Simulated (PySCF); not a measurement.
**Xe, Xe⁺: ionisation energy in x2c-SVPall**

Wanted: the ionisation energy of xenon, up a ladder of methods.

Method: unrestricted determinants in a Gaussian basis, no spin-orbit coupling in the energies. Code: PySCF 2.14.0.

## 1. Starting point

| Item | Value |
| --- | --- |
| Element | xenon (Z = 54) |
| Basis | x2c-SVPall |
| Hamiltonian | the spin-free X2C one-electron Hamiltonian (Gaussian nucleus) |
| State 1 | Xe: [Xe], closed-shell 1S |
| State 2 | Xe⁺: [Kr] 4d10 5s2 5p5, 2P determinant |
| Methods | UHF, TPSS, PBE0, MP2, CCSD(T) |
| Core shells frozen in the correlated runs | valence: [Kr] 4d10 (for Xe) |

The outer shells:

Xe [Xe]
```
[Kr] core
4d [↑↓][↑↓][↑↓][↑↓][↑↓]
5s [↑↓]
5p [↑↓][↑↓][↑↓]
```

Xe+ [Kr] 4d10 5s2 5p5
```
[Kr] core
4d [↑↓][↑↓][↑↓][↑↓][↑↓]
5s [↑↓]
5p [↑↓][↑↓][↑ ]
```

One driver process ran all states and methods and kept the integrals in memory. Each run is shown as a PySCF script that sums up its settings (the driver passes frozen orbitals as a list and adds second-order terms of double hybrids); the logs are those of the runs themselves. The driver starts from symmetry-adapted Hartree-Fock orbitals, holds the occupation by maximum overlap and uses a logarithmic radial grid for functionals, so a plain start would take other cycles.

It was started by

```console
$ OMP_NUM_THREADS=1 python atomrun2.py TASK.json OUT
```

The integrals over 36 functions and the set-up took 0.38 s of CPU time.

## 2. Xe

UHF:

input.py reads:

```python
from pyscf import gto, scf, dft, mp, cc
import basis_set_exchange as bse
mol = gto.M(atom="Xe 0 0 0", charge=0, spin=0, symmetry="D2h",
            basis=gto.basis.parse(bse.get_basis("x2c-SVPall", elements=["Xe"], fmt="nwchem", header=False)),
            nucmod="G")
mf = scf.UHF(mol).sfx2c1e()
mf.irrep_nelec = {'Ag': (9, 9), 'B1g': (2, 2), 'B2g': (2, 2), 'B3g': (2, 2), 'B1u': (4, 4), 'B2u': (4, 4), 'B3u': (4, 4)}
mf.kernel()
```

Log:

```text
damping factor = 0
level_shift factor = 0
DIIS = <class 'pyscf.scf.diis.CDIIS'>
diis_start_cycle = 1
diis_space = 10
diis_damp = 0
SCF conv_tol = 1e-09
SCF conv_tol_grad = None
number electrons alpha = 27  beta = 27
cycle= 1 E= -7442.66501481411  delta_E= -1.55e-11  |g|= 1.45e-06  |ddm|= 1.66e-05
converged SCF energy = -7442.66501481411  <S^2> = 3.5527137e-15  2S+1 = 1
```

It took 0.07 s on 1 thread of Neoverse-V1, shared host, the integrals not counted.

Orbital energies by shell (radii are means over both spins):

| shell | electrons | mean orbital energy (eV) | spread (eV) | rms radius (bohr) |
| --- | --- | --- | --- | --- |
| 1s | 2 | -34722.7 | 0 | 0.0305 |
| 2s | 2 | -5505.2 | 0 | 0.124 |
| 2p | 6 | -4938.3 | 0 | 0.111 |
| 3s | 2 | -1170.0 | 0 | 0.326 |
| 3p | 6 | -981.83 | 0 | 0.326 |
| 3d | 10 | -700.81 | 0 | 0.304 |
| 4s | 2 | -229.43 | 0 | 0.762 |
| 4p | 6 | -167.05 | 0 | 0.815 |
| 4d | 10 | -72.555 | 0 | 0.949 |
| 5s | 2 | -27.347 | 0 | 2.03 |
| 5p | 6 | -12.295 | 0 | 2.45 |

⟨S²⟩ = 0.000, ⟨L²⟩ = 0.00.

TPSS:

Changes to input.py:

```diff
@@ -5,3 +5,3 @@
             nucmod="G")
-mf = scf.UHF(mol).sfx2c1e()
+mf = dft.UKS(mol, xc="TPSS").sfx2c1e()
 mf.irrep_nelec = {'Ag': (9, 9), 'B1g': (2, 2), 'B2g': (2, 2), 'B3g': (2, 2), 'B1u': (4, 4), 'B2u': (4, 4), 'B3u': (4, 4)}
```

Log:

```text
damping factor = 0
level_shift factor = 0
DIIS = <class 'pyscf.scf.diis.CDIIS'>
diis_start_cycle = 1
diis_space = 10
diis_damp = 0
SCF conv_tol = 1e-09
SCF conv_tol_grad = None
number electrons alpha = 27  beta = 27
XC functionals = TPSS
    J. Tao, J. P. Perdew, V. N. Staroverov, and G. E. Scuseria.,  Phys. Rev. Lett. 91, 146401 (2003)
    J. P. Perdew, J. Tao, V. N. Staroverov, and G. E. Scuseria.,  J. Chem. Phys. 120, 6898 (2004)
    J. Tao, J. P. Perdew, V. N. Staroverov, and G. E. Scuseria.,  Phys. Rev. Lett. 91, 146401 (2003)
    J. P. Perdew, J. Tao, V. N. Staroverov, and G. E. Scuseria.,  J. Chem. Phys. 120, 6898 (2004)
cycle= 1 E= -7445.30699492853  delta_E= -0.00264  |g|= 0.0137  |ddm|= 0.273
cycle= 2 E= -7445.30706735646  delta_E= -7.24e-05  |g|= 0.00992  |ddm|= 0.0605
cycle= 3 E= -7445.30711848791  delta_E= -5.11e-05  |g|= 0.00026  |ddm|= 0.0231
cycle= 4 E= -7445.30711853337  delta_E= -4.55e-08  |g|= 3.85e-06  |ddm|= 0.000676
cycle= 5 E= -7445.30711853338  delta_E= -1.36e-11  |g|= 1.67e-09  |ddm|= 1.07e-05
converged SCF energy = -7445.30711853338  <S^2> = 7.1054274e-15  2S+1 = 1
```

Time after the integrals: 0.89 s (1 thread of Neoverse-V1, shared host).

PBE0:

Changes to input.py:

```diff
@@ -5,3 +5,3 @@
             nucmod="G")
-mf = dft.UKS(mol, xc="TPSS").sfx2c1e()
+mf = dft.UKS(mol, xc="PBE0").sfx2c1e()
 mf.irrep_nelec = {'Ag': (9, 9), 'B1g': (2, 2), 'B2g': (2, 2), 'B3g': (2, 2), 'B1u': (4, 4), 'B2u': (4, 4), 'B3u': (4, 4)}
```

Log:

```text
damping factor = 0
level_shift factor = 0
DIIS = <class 'pyscf.scf.diis.CDIIS'>
diis_start_cycle = 1
diis_space = 10
diis_damp = 0
SCF conv_tol = 1e-09
SCF conv_tol_grad = None
number electrons alpha = 27  beta = 27
XC functionals = PBE0
    C. Adamo and V. Barone.,  J. Chem. Phys. 110, 6158 (1999)
    M. Ernzerhof and G. E. Scuseria.,  J. Chem. Phys. 110, 5029 (1999)
cycle= 1 E= -7445.28438584246  delta_E= -0.00206  |g|= 0.0173  |ddm|= 0.257
cycle= 2 E= -7445.28450353105  delta_E= -0.000118  |g|= 0.00984  |ddm|= 0.0576
cycle= 3 E= -7445.28454958914  delta_E= -4.61e-05  |g|= 0.000154  |ddm|= 0.0219
cycle= 4 E= -7445.28454960483  delta_E= -1.57e-08  |g|= 1.12e-05  |ddm|= 0.000648
cycle= 5 E= -7445.28454960491  delta_E= -8.19e-11  |g|= 4.98e-08  |ddm|= 2.75e-05
converged SCF energy = -7445.28454960491  <S^2> = 3.5527137e-15  2S+1 = 1
```

Time after the integrals: 0.51 s (1 thread of Neoverse-V1, shared host).

MP2 (valence):

Changes to input.py:

```diff
@@ -5,4 +5,5 @@
             nucmod="G")
-mf = dft.UKS(mol, xc="PBE0").sfx2c1e()
+mf = scf.UHF(mol).sfx2c1e()
 mf.irrep_nelec = {'Ag': (9, 9), 'B1g': (2, 2), 'B2g': (2, 2), 'B3g': (2, 2), 'B1u': (4, 4), 'B2u': (4, 4), 'B3u': (4, 4)}
 mf.kernel()
+mp.UMP2(mf, frozen=23).kernel()
```

No log was kept for this step.

It took 0.01 s on 1 thread of Neoverse-V1, shared host, the integrals not counted.

With 8 electrons correlated, the MP2 correlation energy is -0.09076 hartree (-0.02558 same spin, -0.06518 opposite spin); the SCS form gives -0.08674. Largest pairs of shells: 5p-5p -0.0766, 5s-5p -0.0111, 5s-5s -0.0031.

CCSD(T) (valence):

Changes to input.py:

```diff
@@ -8,2 +8,3 @@
 mf.kernel()
-mp.UMP2(mf, frozen=23).kernel()
+mycc = cc.CCSD(mf, frozen=23).run()
+mycc.ccsd_t()
```

Log:

```text
CC2 = 0
CCSD nocc = 4, nmo = 13
frozen orbitals [0, 1, 2, 3, 4, 5, 6, 7, 8, 9, 10, 11, 12, 13, 14, 15, 16, 17, 18, 19, 20, 21, 22]
max_cycle = 100
direct = 0
conv_tol = 1e-08
conv_tol_normt = 1e-06
diis_space = 8
diis_start_cycle = 0
Init t2, MP2 energy = -7442.75577178799  E_corr(MP2) -0.0907569738818054
Init E_corr(CCSD) = -0.0907569738822058
cycle = 1  E_corr(CCSD) = -0.0980239476530038  dE = -0.00726697377  norm(t1,t2) = 0.0223086
cycle = 2  E_corr(CCSD) = -0.0992222423689263  dE = -0.00119829472  norm(t1,t2) = 0.00542691
cycle = 3  E_corr(CCSD) = -0.0996066063980556  dE = -0.000384364029  norm(t1,t2) = 0.00173123
cycle = 4  E_corr(CCSD) = -0.0996094943902846  dE = -2.88799223e-06  norm(t1,t2) = 0.0001293
cycle = 5  E_corr(CCSD) = -0.0996087127645719  dE = 7.81625713e-07  norm(t1,t2) = 2.08679e-05
cycle = 6  E_corr(CCSD) = -0.0996088497302615  dE = -1.3696569e-07  norm(t1,t2) = 3.57448e-06
cycle = 7  E_corr(CCSD) = -0.0996088304508169  dE = 1.92794446e-08  norm(t1,t2) = 4.64393e-07
cycle = 8  E_corr(CCSD) = -0.0996088309082029  dE = -4.57386004e-10  norm(t1,t2) = 7.6088e-08
CCSD converged
E(CCSD) = -7442.764623645016  E_corr = -0.09960883090820294
CCSD(T) correction = -0.000880167291323577
```

Time after the integrals: 0.06 s (1 thread of Neoverse-V1, shared host).

CCSD correlation -0.09961 hartree, triples -0.00088; total -7442.765504. T1 = 0.005, largest double amplitude 0.051.

Radial density 4πr²ρ of Xe at UHF, without picture-change correction:

| r (bohr) | density |
| --- | --- |
| 0.000527 | 1.15 |
| 0.000887 | 2.56 |
| 0.00149 | 5.69 |
| 0.00251 | 12.3 |
| 0.00422 | 24.6 |
| 0.00710 | 43.9 |
| 0.0119 | 64.7 |
| 0.0201 | 70.5 |
| 0.0338 | 60.8 |
| 0.0568 | 76.7 |
| 0.0956 | 87.8 |
| 0.161 | 64.9 |
| 0.270 | 73.3 |
| 0.455 | 26.3 |
| 0.765 | 28.0 |
| 1.29 | 8.14 |
| 2.16 | 4.30 |
| 3.64 | 0.776 |
| 6.12 | 0.00488 |

## 3. Xe⁺, method by method

UHF:

input.py reads:

```python
from pyscf import gto, scf, dft, mp, cc
import basis_set_exchange as bse
mol = gto.M(atom="Xe 0 0 0", charge=1, spin=1, symmetry="D2h",
            basis=gto.basis.parse(bse.get_basis("x2c-SVPall", elements=["Xe"], fmt="nwchem", header=False)),
            nucmod="G")
mf = scf.UHF(mol).sfx2c1e()
mf.irrep_nelec = {'Ag': (9, 9), 'B1g': (2, 2), 'B2g': (2, 2), 'B3g': (2, 2), 'B1u': (4, 4), 'B2u': (4, 4), 'B3u': (4, 3)}
mf.kernel()
```

Log:

```text
damping factor = 0
level_shift factor = 0
DIIS = <class 'pyscf.scf.diis.CDIIS'>
diis_start_cycle = 1
diis_space = 10
diis_damp = 0
SCF conv_tol = 1e-09
SCF conv_tol_grad = None
number electrons alpha = 27  beta = 26
cycle= 1 E= -7442.238827189  delta_E= -0.00252  |g|= 0.0154  |ddm|= 0.0794
cycle= 2 E= -7442.23902643613  delta_E= -0.000199  |g|= 0.00436  |ddm|= 0.0223
cycle= 3 E= -7442.23904399325  delta_E= -1.76e-05  |g|= 0.000118  |ddm|= 0.0089
cycle= 4 E= -7442.2390440079  delta_E= -1.47e-08  |g|= 2.32e-05  |ddm|= 0.000391
cycle= 5 E= -7442.23904400858  delta_E= -6.72e-10  |g|= 4.38e-06  |ddm|= 0.000105
converged SCF energy = -7442.23904400858  <S^2> = 0.75509535  2S+1 = 2.0050889
```

Time after the integrals: 0.1 s (1 thread of Neoverse-V1, shared host).

The occupied shells:

| shell | electrons | mean orbital energy (eV) | spread (eV) | rms radius (bohr) |
| --- | --- | --- | --- | --- |
| 1s α | 1 | -34733.3 | 0 | 0.0305 |
| 1s β | 1 | -34733.2 | 0 | 0.0305 |
| 2s α | 1 | -5515.8 | 0 | 0.124 |
| 2s β | 1 | -5515.7 | 0 | 0.124 |
| 2p α | 3 | -4948.9 | 0.123 | 0.111 |
| 2p β | 3 | -4948.8 | 0.054 | 0.111 |
| 3s α | 1 | -1180.5 | 0 | 0.326 |
| 3s β | 1 | -1180.4 | 0 | 0.326 |
| 3p α | 3 | -992.37 | 0.321 | 0.326 |
| 3p β | 3 | -992.23 | 0.029 | 0.326 |
| 3d α | 5 | -711.33 | 0.279 | 0.304 |
| 3d β | 5 | -711.27 | 0.179 | 0.304 |
| 4s α | 1 | -240.01 | 0 | 0.762 |
| 4s β | 1 | -239.74 | 0 | 0.762 |
| 4p α | 3 | -177.62 | 0.795 | 0.815 |
| 4p β | 3 | -177.31 | 0.114 | 0.815 |
| 4d α | 5 | -83.082 | 0.867 | 0.948 |
| 4d β | 5 | -82.859 | 0.522 | 0.948 |
| 5s α | 1 | -37.853 | 0 | 1.97 |
| 5s β | 1 | -35.145 | 0 | 1.97 |
| 5p α | 3 | -22.081 | 1.681 | 2.36 |
| 5p β | 2 | -20.907 | 0 | 2.36 |

⟨S²⟩ = 0.755, ⟨L²⟩ = 2.02.

TPSS:

Changes to input.py:

```diff
@@ -5,3 +5,3 @@
             nucmod="G")
-mf = scf.UHF(mol).sfx2c1e()
+mf = dft.UKS(mol, xc="TPSS").sfx2c1e()
 mf.irrep_nelec = {'Ag': (9, 9), 'B1g': (2, 2), 'B2g': (2, 2), 'B3g': (2, 2), 'B1u': (4, 4), 'B2u': (4, 4), 'B3u': (4, 3)}
```

Log:

```text
damping factor = 0
level_shift factor = 0
DIIS = <class 'pyscf.scf.diis.CDIIS'>
diis_start_cycle = 1
diis_space = 10
diis_damp = 0
SCF conv_tol = 1e-09
SCF conv_tol_grad = None
number electrons alpha = 27  beta = 26
XC functionals = TPSS
    J. Tao, J. P. Perdew, V. N. Staroverov, and G. E. Scuseria.,  Phys. Rev. Lett. 91, 146401 (2003)
    J. P. Perdew, J. Tao, V. N. Staroverov, and G. E. Scuseria.,  J. Chem. Phys. 120, 6898 (2004)
    J. Tao, J. P. Perdew, V. N. Staroverov, and G. E. Scuseria.,  Phys. Rev. Lett. 91, 146401 (2003)
    J. P. Perdew, J. Tao, V. N. Staroverov, and G. E. Scuseria.,  J. Chem. Phys. 120, 6898 (2004)
cycle= 1 E= -7444.84943822866  delta_E= -0.00373  |g|= 0.0118  |ddm|= 0.273
cycle= 2 E= -7444.84950872608  delta_E= -7.05e-05  |g|= 0.0068  |ddm|= 0.0515
cycle= 3 E= -7444.84953148933  delta_E= -2.28e-05  |g|= 0.00016  |ddm|= 0.0165
cycle= 4 E= -7444.84953150482  delta_E= -1.55e-08  |g|= 7.01e-06  |ddm|= 0.000424
cycle= 5 E= -7444.84953150486  delta_E= -4.27e-11  |g|= 3.63e-07  |ddm|= 2.48e-05
converged SCF energy = -7444.84953150486  <S^2> = 0.75109708  2S+1 = 2.0010968
```

It took 0.89 s on 1 thread of Neoverse-V1, shared host, the integrals not counted.

PBE0:

Changes to input.py:

```diff
@@ -5,3 +5,3 @@
             nucmod="G")
-mf = dft.UKS(mol, xc="TPSS").sfx2c1e()
+mf = dft.UKS(mol, xc="PBE0").sfx2c1e()
 mf.irrep_nelec = {'Ag': (9, 9), 'B1g': (2, 2), 'B2g': (2, 2), 'B3g': (2, 2), 'B1u': (4, 4), 'B2u': (4, 4), 'B3u': (4, 3)}
```

Log:

```text
damping factor = 0
level_shift factor = 0
DIIS = <class 'pyscf.scf.diis.CDIIS'>
diis_start_cycle = 1
diis_space = 10
diis_damp = 0
SCF conv_tol = 1e-09
SCF conv_tol_grad = None
number electrons alpha = 27  beta = 26
XC functionals = PBE0
    C. Adamo and V. Barone.,  J. Chem. Phys. 110, 6158 (1999)
    M. Ernzerhof and G. E. Scuseria.,  J. Chem. Phys. 110, 5029 (1999)
cycle= 1 E= -7444.82589010432  delta_E= -0.00313  |g|= 0.0143  |ddm|= 0.253
cycle= 2 E= -7444.82598438521  delta_E= -9.43e-05  |g|= 0.00631  |ddm|= 0.0446
cycle= 3 E= -7444.8260019041  delta_E= -1.75e-05  |g|= 0.000179  |ddm|= 0.0144
cycle= 4 E= -7444.82600193581  delta_E= -3.17e-08  |g|= 2.26e-05  |ddm|= 0.000527
cycle= 5 E= -7444.82600193618  delta_E= -3.74e-10  |g|= 1.48e-06  |ddm|= 6.75e-05
converged SCF energy = -7444.82600193618  <S^2> = 0.75153495  2S+1 = 2.0015344
```

Time after the integrals: 0.5 s (1 thread of Neoverse-V1, shared host).

MP2 (valence):

Changes to input.py:

```diff
@@ -5,4 +5,5 @@
             nucmod="G")
-mf = dft.UKS(mol, xc="PBE0").sfx2c1e()
+mf = scf.UHF(mol).sfx2c1e()
 mf.irrep_nelec = {'Ag': (9, 9), 'B1g': (2, 2), 'B2g': (2, 2), 'B3g': (2, 2), 'B1u': (4, 4), 'B2u': (4, 4), 'B3u': (4, 3)}
 mf.kernel()
+mp.UMP2(mf, frozen=23).kernel()
```

This step left no log, only its results.

It took 0.01 s on 1 thread of Neoverse-V1, shared host, the integrals not counted.

With 7 electrons correlated, the MP2 correlation energy is -0.06795 hartree (-0.01766 same spin, -0.05029 opposite spin); the SCS form gives -0.06623. Largest pairs of shells: 5p-5p -0.0478, 5s-5p -0.0170, 5s-5s -0.0032.

CCSD(T) (valence):

Changes to input.py:

```diff
@@ -8,2 +8,3 @@
 mf.kernel()
-mp.UMP2(mf, frozen=23).kernel()
+mycc = cc.CCSD(mf, frozen=23).run()
+mycc.ccsd_t()
```

Log:

```text
CC2 = 0
CCSD nocc = (np.int64(4), np.int64(3)), nmo = (13, 13)
frozen orbitals [[0, 1, 2, 3, 4, 5, 6, 7, 8, 9, 10, 11, 12, 13, 14, 15, 16, 17, 18, 19, 20, 21, 22], [0, 1, 2, 3, 4, 5, 6, 7, 8, 9, 10, 11, 12, 13, 14, 15, 16, 17, 18, 19, 20, 21, 22]]
max_cycle = 100
direct = 0
conv_tol = 1e-08
conv_tol_normt = 1e-06
diis_space = 8
diis_start_cycle = 0
Init t2, MP2 energy = -0.0679506778707381
Init E_corr(UCCSD) = -0.0679506778835928
cycle = 1  E_corr(UCCSD) = -0.0768555792888996  dE = -0.00890490141  norm(t1,t2) = 0.0325154
cycle = 2  E_corr(UCCSD) = -0.0786015751869694  dE = -0.0017459959  norm(t1,t2) = 0.00922796
cycle = 3  E_corr(UCCSD) = -0.079273716224028  dE = -0.000672141037  norm(t1,t2) = 0.0032712
cycle = 4  E_corr(UCCSD) = -0.0792670774263037  dE = 6.63879772e-06  norm(t1,t2) = 0.000349567
cycle = 5  E_corr(UCCSD) = -0.0792687541001863  dE = -1.67667388e-06  norm(t1,t2) = 5.83818e-05
cycle = 6  E_corr(UCCSD) = -0.0792683850742032  dE = 3.69025983e-07  norm(t1,t2) = 9.47256e-06
cycle = 7  E_corr(UCCSD) = -0.0792684585413631  dE = -7.34671599e-08  norm(t1,t2) = 1.69018e-06
cycle = 8  E_corr(UCCSD) = -0.0792684489920581  dE = 9.5493049e-09  norm(t1,t2) = 2.89381e-07
UCCSD converged
E(UCCSD) = -7442.318312457568  E_corr = -0.07926844899205815
UCCSD(T) correction = -0.000796951081092235
```

It took 0.1 s on 1 thread of Neoverse-V1, shared host, the integrals not counted.

CCSD correlation -0.07927 hartree, triples -0.00080; total -7442.319109. T1 = 0.006, largest double amplitude 0.043.

Radial density 4πr²ρ of Xe⁺ at UHF, without picture-change correction:

| r (bohr) | density | spin density |
| --- | --- | --- |
| 0.000527 | 1.15 | 0.000 |
| 0.000887 | 2.56 | 0.000 |
| 0.00149 | 5.69 | 0.000 |
| 0.00251 | 12.3 | 0.000 |
| 0.00422 | 24.6 | 0.000 |
| 0.00710 | 43.9 | 0.000 |
| 0.0119 | 64.7 | 0.001 |
| 0.0201 | 70.5 | 0.005 |
| 0.0338 | 60.8 | 0.016 |
| 0.0568 | 76.7 | 0.027 |
| 0.0956 | 87.8 | 0.005 |
| 0.161 | 64.9 | 0.021 |
| 0.270 | 73.2 | 0.038 |
| 0.455 | 26.3 | 0.060 |
| 0.765 | 28.0 | 0.051 |
| 1.29 | 8.12 | 0.276 |
| 2.16 | 3.82 | 0.542 |
| 3.64 | 0.538 | 0.087 |
| 6.12 | 0.00321 | 0.001 |

## 4. Orbital energies side by side

Highest occupied Hartree-Fock shell of each state: Xe 5p at -12.295 eV; Xe⁺ 5p β at -20.907 eV.

## 5. The energy differences

Ionisation energy: Xe [Xe] (1S) → Xe⁺ [Kr] 4d10 5s2 5p5 (2P).

| method | value (eV) | error (eV) | CPU time, both states (s) |
| --- | --- | --- | --- |
| UHF | 11.591 | -0.974 | 0.17 |
| TPSS | 12.452 | -0.114 | 1.8 |
| PBE0 | 12.478 | -0.088 | 1 |
| MP2 (valence) | 12.212 | -0.353 | 0.19 |
| SCS-MP2 (valence) | 12.149 | -0.416 | 0.19 |
| CCSD (valence) | 12.145 | -0.421 |  |
| CCSD(T) (valence) | 12.147 | -0.418 | 0.33 |

Reference: 12.565 eV (measured; NIST levels, between the centres of gravity of the two terms). Errors of the correlated levels include the incompleteness of this basis.

Times are CPU seconds on a shared host without the integrals; correlated rows include their Hartree-Fock run, whose time holds the symmetry-adapted start and any spin-orbit constants, while functionals begin from orbitals already made.

## 6. Outcome

| quantity | value |
| --- | --- |
| ionisation energy, Xe | UHF 11.591, CCSD(T) (valence) 12.147 eV; reference 12.565 |

Each level's miss and price (over 1 difference):

| method | mean absolute miss against the measured value (with the measured fine structure taken into account where it is known) (eV) | CPU time, both states (s) |
| --- | --- | --- |
| UHF | 0.974 | 0.17 |
| TPSS | 0.114 | 1.8 |
| PBE0 | 0.088 | 1 |
| MP2 (valence) | 0.353 | 0.19 |
| SCS-MP2 (valence) | 0.416 | 0.19 |
| CCSD (valence) | 0.421 |  |
| CCSD(T) (valence) | 0.418 | 0.33 |

What this shows: PBE0 lands nearest to the measured value (off by 0.09 eV); UHF misses by most (0.97 eV). Hartree-Fock falls short because the species with more electrons holds more correlation energy, which it lacks. All values hold for this basis alone; no basis-set limit was taken. The dearest level timed, TPSS, costs 10 times the cheapest, UHF, and differs from the measured value (with the measured fine structure taken into account where it is known) by 0.11 against 0.97 eV.
